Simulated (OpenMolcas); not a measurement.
# Co⁴⁺ among point charges: CASSCF and CASPT2 levels and susceptibility, part 2 of 2

How does a field of 6 point charges split the states of Co⁴⁺, and what χT follows?

OpenMolcas 26.06; ANO-RCC-VDZP, DKH2, active space 5 electrons in 5 orbitals (3d), orbitals: per spin and parity. Surroundings: 6 point charges of -2.2 e arranged as a trigonal antiprism (D3d), 2.07 Å from the ion, with a polar angle of 50.9° against the regular 54.74°. The steps go on from the part before.

## 7. CASPT2: IPEA 0.25, imaginary shift 0.1 (closed shells correlated: 3s 3p)

Contents of a.inp:

```
>>> COPY JOB001 $Project.JobIph
&CASPT2
Multistate=1 1
Frozen=2 3
IPEA=0.25
Imaginary=0.1
MaxIter=60
WThr=0.0 0.3 0.05
PrWF=0.5
NoMix
>>> COPY JOB002 $Project.JobIph
&CASPT2
Multistate=24 1 2 3 4 5 6 7 8 9 10 11 12 13 14 15 16 17 18 19 20 21 22
23 24
NoMult
Frozen=2 3
IPEA=0.25
Imaginary=0.1
MaxIter=60
WThr=0.0 0.3 0.05
PrWF=0.5
NoMix
>>> COPY JOB003 $Project.JobIph
&CASPT2
Multistate=75 1 2 3 4 5 6 7 8 9 10 11 12 13 14 15 16 17 18 19 20 21 22
23 24 25 26 27 28 29 30 31 32 33 34 35 36 37 38 39 40 41 42 43 44 45 46
47 48 49 50 51 52 53 54 55 56 57 58 59 60 61 62 63 64 65 66 67 68 69 70
71 72 73 74 75
NoMult
Frozen=2 3
IPEA=0.25
Imaginary=0.1
MaxIter=60
WThr=0.0 0.3 0.05
PrWF=0.5
NoMix
```

The program printed:

```text
Orbital specifications:
      -----------------------

      Symmetry species                           1   2
                                                ag  au
      Frozen orbitals                            2   3
      Inactive orbitals                          1   3
      Active orbitals                            5   0
      Secondary orbitals                         7  13
      Deleted orbitals                           0   0
      Number of basis functions                 15  19
Type of calculation                        SS-CASPT2
      Fock operator                              state-specific
      IPEA shift                                 0.25
      Real shift                                 0.00
      Imaginary shift                            0.10
      The input orbitals will be transformed to quasi-canonical
Reference energy:       -1401.5345262905
      E2 (Non-variational):      -0.2484286364
      Shift correction:          -0.0000460498
      E2 (Variational):          -0.2484746862
      Total energy:           -1401.7830009766
      Residual norm:              0.0000008723
      Reference weight:           0.96891
      Contributions to the CASPT2 correlation energy
      Active & Virtual Only:         -0.0451817776
      One Inactive Excited:          -0.1312270882
      Two Inactive Excited:          -0.0720197706
::    CASPT2 Root  1     Total energy:  -1401.78300098
Orbital specifications:
      -----------------------

      Symmetry species                           1   2
                                                ag  au
      Frozen orbitals                            2   3
      Inactive orbitals                          1   3
      Active orbitals                            5   0
      Secondary orbitals                         7  13
      Deleted orbitals                           0   0
      Number of basis functions                 15  19
Type of calculation                        SS-CASPT2
      Fock operator                              state-specific
      IPEA shift                                 0.25
      Real shift                                 0.00
      Imaginary shift                            0.10
      The input orbitals will be transformed to quasi-canonical
Reference energy:       -1401.3447667251
      E2 (Non-variational):      -0.2591619813
      Shift correction:          -0.0000525564
      E2 (Variational):          -0.2592145377
      Total energy:           -1401.6039812628
      Residual norm:              0.0000003662
      Reference weight:           0.96680
      Contributions to the CASPT2 correlation energy
      Active & Virtual Only:         -0.0483304703
      One Inactive Excited:          -0.1390092546
      Two Inactive Excited:          -0.0718222564
Reference energy:       -1401.3439947609
      E2 (Non-variational):      -0.2590589829
      Shift correction:          -0.0000525126
      E2 (Variational):          -0.2591114955
      Total energy:           -1401.6031062563
      Residual norm:              0.0000005240
      Reference weight:           0.96683
      Contributions to the CASPT2 correlation energy
      Active & Virtual Only:         -0.0483082559
      One Inactive Excited:          -0.1388302433
      Two Inactive Excited:          -0.0719204837
::    CASPT2 Root  1     Total energy:  -1401.60398126
::    CASPT2 Root  2     Total energy:  -1401.60310626
::    CASPT2 Root  3     Total energy:  -1401.60312114
::    CASPT2 Root  4     Total energy:  -1401.60212978
::    CASPT2 Root  5     Total energy:  -1401.60112331
::    CASPT2 Root  6     Total energy:  -1401.60121844
::    CASPT2 Root  7     Total energy:  -1401.60049232
::    CASPT2 Root  8     Total energy:  -1401.60039607
::    CASPT2 Root  9     Total energy:  -1401.60011578
::    CASPT2 Root 10     Total energy:  -1401.58025448
::    CASPT2 Root 11     Total energy:  -1401.58025154
::    CASPT2 Root 12     Total energy:  -1401.58046634
::    CASPT2 Root 13     Total energy:  -1401.56612215
::    CASPT2 Root 14     Total energy:  -1401.56472299
::    CASPT2 Root 15     Total energy:  -1401.56491342
::    CASPT2 Root 16     Total energy:  -1401.56304526
::    CASPT2 Root 17     Total energy:  -1401.56289060
::    CASPT2 Root 18     Total energy:  -1401.48561192
::    CASPT2 Root 19     Total energy:  -1401.48565612
::    CASPT2 Root 20     Total energy:  -1401.48620360
::    CASPT2 Root 21     Total energy:  -1401.48264974
::    CASPT2 Root 22     Total energy:  -1401.48264912
::    CASPT2 Root 23     Total energy:  -1401.48275460
::    CASPT2 Root 24     Total energy:  -1401.48342651
Orbital specifications:
      -----------------------

      Symmetry species                           1   2
                                                ag  au
      Frozen orbitals                            2   3
      Inactive orbitals                          1   3
      Active orbitals                            5   0
      Secondary orbitals                         7  13
      Deleted orbitals                           0   0
      Number of basis functions                 15  19
Type of calculation                        SS-CASPT2
      Fock operator                              state-specific
      IPEA shift                                 0.25
      Real shift                                 0.00
      Imaginary shift                            0.10
      The input orbitals will be transformed to quasi-canonical
Reference energy:       -1401.2626633017
      E2 (Non-variational):      -0.2563406235
      Shift correction:          -0.0000513254
      E2 (Variational):          -0.2563919489
      Total energy:           -1401.5190552506
      Residual norm:              0.0000004170
      Reference weight:           0.96745
      Contributions to the CASPT2 correlation energy
      Active & Virtual Only:         -0.0453344205
      One Inactive Excited:          -0.1470345505
      Two Inactive Excited:          -0.0639716525
Reference energy:       -1401.2626633012
      E2 (Non-variational):      -0.2564012081
      Shift correction:          -0.0000513853
      E2 (Variational):          -0.2564525933
      Total energy:           -1401.5191158945
      Residual norm:              0.0000004199
      Reference weight:           0.96743
      Contributions to the CASPT2 correlation energy
      Active & Virtual Only:         -0.0453493802
      One Inactive Excited:          -0.1470713540
      Two Inactive Excited:          -0.0639804739
::    CASPT2 Root  1     Total energy:  -1401.51905525
::    CASPT2 Root  2     Total energy:  -1401.51911589
::    CASPT2 Root  3     Total energy:  -1401.51889602
::    CASPT2 Root  4     Total energy:  -1401.51863415
::    CASPT2 Root  5     Total energy:  -1401.51788733
::    CASPT2 Root  6     Total energy:  -1401.51811257
::    CASPT2 Root  7     Total energy:  -1401.51757418
::    CASPT2 Root  8     Total energy:  -1401.51937283
::    CASPT2 Root  9     Total energy:  -1401.51721642
::    CASPT2 Root 10     Total energy:  -1401.51723146
::    CASPT2 Root 11     Total energy:  -1401.51691121
::    CASPT2 Root 12     Total energy:  -1401.51689378
::    CASPT2 Root 13     Total energy:  -1401.51589711
::    CASPT2 Root 14     Total energy:  -1401.50511108
::    CASPT2 Root 15     Total energy:  -1401.50512712
::    CASPT2 Root 16     Total energy:  -1401.50276836
::    CASPT2 Root 17     Total energy:  -1401.50155517
::    CASPT2 Root 18     Total energy:  -1401.50161468
::    CASPT2 Root 19     Total energy:  -1401.49255643
::    CASPT2 Root 20     Total energy:  -1401.49368046
::    CASPT2 Root 21     Total energy:  -1401.49361033
::    CASPT2 Root 22     Total energy:  -1401.49197243
::    CASPT2 Root 23     Total energy:  -1401.48688729
::    CASPT2 Root 24     Total energy:  -1401.48763577
::    CASPT2 Root 25     Total energy:  -1401.48753867
::    CASPT2 Root 26     Total energy:  -1401.46867811
::    CASPT2 Root 27     Total energy:  -1401.46856160
::    CASPT2 Root 28     Total energy:  -1401.46844581
::    CASPT2 Root 29     Total energy:  -1401.46641719
::    CASPT2 Root 30     Total energy:  -1401.46645574
```

This run took 6.6 s in all on 1 thread of Arm Neoverse V1, shared host.

SS-CASPT2: lowest energy less the reference's lowest, -0.2485 hartree; reference weights 0.959 to 0.969.

States without spin-orbit coupling:

```
state  degeneracy  E (cm-1)  free-ion L (%)
  6A1           1         0         S (100)
  4A2           1     39290          G (94)
   4E           2     39481          G (94)
  4A1           1     39697          G (99)
   4E           2     39907         G (100)
   4E           2     40067         G (100)
  4A1           1     40139         G (100)
  4A2           1     44451          P (95)
   4E           2     44498          P (82)
  4A1           1     47599          D (99)
   4E           2     47886          D (96)
   4E           2     48292          D (90)
  2A2           1     57860          I (98)
   2E           2     57923          I (95)
  2A1           1     57964          I (96)
  2A2           1     58022          I (96)
   2E           2     58161          I (98)
  2A1           1     58254          I (98)
   2E           2     58331          I (99)
   2E           2     58402         I (100)
  2A1           1     58623         I (100)
   2E           2     60988          D (67)
  2A1           1     61504          D (64)
   2E           2     61764          D (95)
```

With spin-orbit coupling:

```csv
E (cm-1),Degeneracy,Label,2S+1,g
0,2,E1/2,6,0.00 0.00 10.01
0,4,,6,
39260,2,E1/2,4,2.15 3.55 3.55
39270,2,E3/2,4,0.00 0.00 7.13
39440,2,E1/2,4,0.07 0.07 8.19
39460,2,E1/2,4,1.34 2.73 2.73
39460,2,E3/2,4,0.00 0.00 4.23
39500,2,E1/2,4,1.98 3.08 3.08
39680,2,E1/2,4,1.80 3.31 3.31
39690,2,E3/2,4,0.00 0.00 4.88
39890,2,E1/2,4,1.57 2.63 2.63
39910,2,E1/2,4,2.65 2.97 2.97
39920,2,E1/2,4,0.04 0.04 10.66
39920,2,E3/2,4,0.00 0.00 7.25
40040,2,E1/2,4,2.54 2.54 5.48
40050,2,E1/2,4,1.87 2.47 2.47
40070,2,E3/2,4,0.00 0.00 0.60
40100,2,E1/2,4,1.16 1.16 3.26
40130,2,E1/2,4,0.93 3.06 3.06
40150,2,E3/2,4,0.00 0.00 5.63
43830,2,E1/2,4,0.01 0.01 7.83
44040,2,E3/2,4,0.00 0.00 4.52
44170,2,E1/2,4,1.69 2.87 2.87
44250,2,E3/2,4,0.00 0.00 5.23
```

Powder χT (cm³ K/mol): 4.38 at 2 K, 4.38 at 5 K, 4.38 at 10 K, 4.38 at 20 K, 4.38 at 50 K, 4.38 at 100 K, 4.38 at 150 K, 4.38 at 200 K, 4.38 at 250 K, 4.38 at 300 K.

## 8. The methods side by side

A. CASSCF
B. SS-CASPT2, IPEA 0.25, imaginary shift 0.1 (closed shells correlated: 3s 3p)

| method | ground state | first gap with spin-orbit (cm-1) | χT at 300 K |
| --- | --- | --- | --- |
| A | 6A1 | 0.2 | 4.39 |
| B | 6A1 | 0.1 | 4.38 |

## 9. Outcome

This closing draws on all 2 parts.

```
                 quantity                                                                        value
                   method  SS-CASPT2, IPEA 0.25, imaginary shift 0.1 (closed shells correlated: 3s 3p)
   spin-free ground state                                              6A1, 1-fold in its orbital part
             lowest level                                           2-fold E1/2, g = 0.00, 0.00, 10.01
               next level                                                                     0.1 cm⁻¹
              χT at 300 K                                                               4.38 cm³ K/mol
effective moment at 300 K                                                                      5.92 μB
```

Cost by method:

```csv
method,time of its own steps,time with the reference
A. CASSCF,24 s,24 s
"B. SS-CASPT2, IPEA 0.25, imaginary shift 0.1, +3s 3p",6.6 s,31 s
```

Times are of one thread on a shared host.

**Reading.** The spin-free ground state (6A1) comes to 100 % from free-ion S terms and keeps the highest spin of the shell. χT at 300 K is 4.38, against 4.39 cm³ K/mol for the spin alone, as a half-filled shell (L = 0) has no orbital moment. An active space of the d shell alone favours high spin; real ions in strong fields can be low spin. CASPT2 does not keep the components of a term degenerate, and the means are used. The field of point charges can differ much from that of real complexes. With metal d orbitals alone active, the gaps between spin states are rough; where two lie within a few thousand cm-1, their order is open. Point charges carry no covalency, so the field is a model and not that of real ligands.
